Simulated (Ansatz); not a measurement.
# BAsH4O (SMILES BO[AsH2]): single points off equilibrium

A test off equilibrium: a structure displaced at random from a GFN2-xTB minimum is computed at several levels, and each is set against CCSD(T).

The runs use Ansatz 0.2.0, Gaussian basis; single points in def2-TZVPP.

Correlated methods freeze the cores. Filled d shells of the heavier atoms are correlated.

### 1 The system as given

SMILES `BO[AsH2]`, 7 atoms, charge 0, spin multiplicity 1.

Atoms are counted from 1 here; the program's logs count them from 0.

Bond lengths: B1–O2 1.339 Å, B1–H4 1.270 Å, B1–H5 1.123 Å, O2–As3 1.795 Å, As3–H6 1.480 Å, As3–H7 1.573 Å. Angles: O2–B1–H4 103.6°, O2–B1–H5 127.2°, H4–B1–H5 128.4°, B1–O2–As3 125.1°, O2–As3–H6 99.9°, O2–As3–H7 95.0°, H6–As3–H7 90.1°.

Geometry (Å):

```
atom     x (Å)     y (Å)     z (Å)
  B1  -1.24440   0.11530  -0.44380
  O2  -0.14830  -0.62940  -0.25320
 As3   1.04260  -0.39210   1.06930
  H4  -1.88610  -0.52160  -1.33510
  H5  -1.44400   1.14550  -0.04350
  H6   1.50700   0.97670   0.75230
  H7   2.25620  -0.99140   0.26870
```

### 2 CCSD(T)/def2-TZVPP

The input, run/in.yaml:

```yaml
crystal:
  periodic: [false, false, false]
  atoms:
    - {symbol: B, position_ang: [-1.244400, 0.115300, -0.443800]}
    - {symbol: O, position_ang: [-0.148300, -0.629400, -0.253200]}
    - {symbol: As, position_ang: [1.042600, -0.392100, 1.069300]}
    - {symbol: H, position_ang: [-1.886100, -0.521600, -1.335100]}
    - {symbol: H, position_ang: [-1.444000, 1.145500, -0.043500]}
    - {symbol: H, position_ang: [1.507000, 0.976700, 0.752300]}
    - {symbol: H, position_ang: [2.256200, -0.991400, 0.268700]}
basis:
  gaussian: {orbitals: def2-TZVPP}
correlation: {method: ccsd_t}
output: {forces: true}
```

The command line of these runs was not kept.

### 3 PBE0-D4/def2-TZVPP

run/in.yaml, as its differences from that of step 2:

```diff
@@ -12,3 +12,3 @@
   gaussian: {orbitals: def2-TZVPP}
-correlation: {method: ccsd_t}
-output: {forces: true}
+hamiltonian: {xc: pbe0, dispersion: d4}
+output: {forces: true, orbitals: {seedname: orbitals}}
```

### 4 wB97M-V/def2-TZVPP

run/in.yaml, as its differences from that of step 3:

```diff
@@ -12,3 +12,3 @@
   gaussian: {orbitals: def2-TZVPP}
-hamiltonian: {xc: pbe0, dispersion: d4}
-output: {forces: true, orbitals: {seedname: orbitals}}
+hamiltonian: {xc: {name: wB97M-V}}
+output: {forces: true}
```

### 5 r2SCAN-D4/def2-TZVPP

run/in.yaml, as its differences from that of step 4:

```diff
@@ -12,3 +12,3 @@
   gaussian: {orbitals: def2-TZVPP}
-hamiltonian: {xc: {name: wB97M-V}}
+hamiltonian: {xc: r2scan, dispersion: d4}
 output: {forces: true}
```

### 6 PBE-D4/def2-TZVPP

run/in.yaml, as its differences from that of step 5:

```diff
@@ -12,3 +12,3 @@
   gaussian: {orbitals: def2-TZVPP}
-hamiltonian: {xc: r2scan, dispersion: d4}
+hamiltonian: {xc: pbe, dispersion: d4}
 output: {forces: true}
```

### 7 r2SCAN0-D4/def2-TZVPP

run/in.yaml, as its differences from that of step 6:

```diff
@@ -12,3 +12,3 @@
   gaussian: {orbitals: def2-TZVPP}
-hamiltonian: {xc: pbe, dispersion: d4}
+hamiltonian: {xc: {name: r2SCAN0}, dispersion: d4}
 output: {forces: true}
```

### 8 CAM-B3LYP-D4/def2-TZVPP

run/in.yaml, as its differences from that of step 7:

```diff
@@ -12,3 +12,3 @@
   gaussian: {orbitals: def2-TZVPP}
-hamiltonian: {xc: {name: r2SCAN0}, dispersion: d4}
+hamiltonian: {xc: {name: CAM-B3LYP}, dispersion: d4}
 output: {forces: true}
```

(Steps that only read results are left out.)

What does the calculation give? Wanted: energy less free atoms, CCSD(T)/def2-TZVPP; RMS force component; RMS force error; HOMO and LUMO, PBE0-D4; T1 diagnostic.

The runs gave:

| quantity | value |
| --- | --- |
| energy less free atoms, CCSD(T)/def2-TZVPP | -22.141 eV |
| RMS force component | 1.166 to 1.207 eV/Å over the methods |
| RMS force error | PBE0-D4 0.162, wB97M-V 0.100, r2SCAN-D4 0.134, PBE-D4 0.278, r2SCAN0-D4 0.187, CAM-B3LYP-D4 0.172 eV/Å |
| HOMO and LUMO, PBE0-D4 | -7.74 and -0.69 eV |
| T1 diagnostic | 0.014 |

What this shows: Against CCSD(T) the functionals' energies less atoms differ by -1.000 to -0.253 eV, PBE-D4 by -1.000 eV. CCSD(T) in triple zeta still lacks some correlation energy of the bonds, so part of these gaps is its own basis error and they don't rank the functionals. On forces the order runs from wB97M-V to PBE-D4. Frozen-core CCSD(T) forces in triple zeta carry basis errors of their own, and this is one geometry, so small gaps rank nothing.
